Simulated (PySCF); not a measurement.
The system is C2NH5, in a box.

```
CELL_PARAMETERS angstrom
12.00000 0.00000 0.00000
0.00000 13.00000 0.00000
0.00000 0.00000 11.00000
ATOMIC_POSITIONS crystal
C 0.45225 0.56341 0.50514
C 0.54678 0.50473 0.55971
N 0.54967 0.41057 0.58783
H 0.47748 0.59733 0.41835
H 0.37966 0.51439 0.49021
H 0.42846 0.62733 0.56445
H 0.62251 0.54940 0.57719
H 0.47533 0.37590 0.56806
```

Base run:

```yaml
Program: PySCF 2.14.0
Functional: SCAN0
Potentials_or_basis: cc-pvdz (all-electron)
k_mesh: 1 × 1 × 1
Occupations: fixed
Spin: no spin polarisation
```

Its results: gap between the frontier levels 8.10 eV.

**Question.** The run is repeated on the same cell with these changes: functional from SCAN0 to TASK. What comes out?

**Answer.** Gap between the frontier levels 5.84 eV.

SCAN0 gives the wider gap, since exact exchange removes part of the self-interaction.

Caveats: this is a molecule in a periodic box at the Γ point, so its band gap is the HOMO-LUMO gap; the basis of atomic orbitals isn't converged, which shifts pressures, moduli and gaps.

A k mesh can miss the band edges.

Not every run made on this cell is shown here.
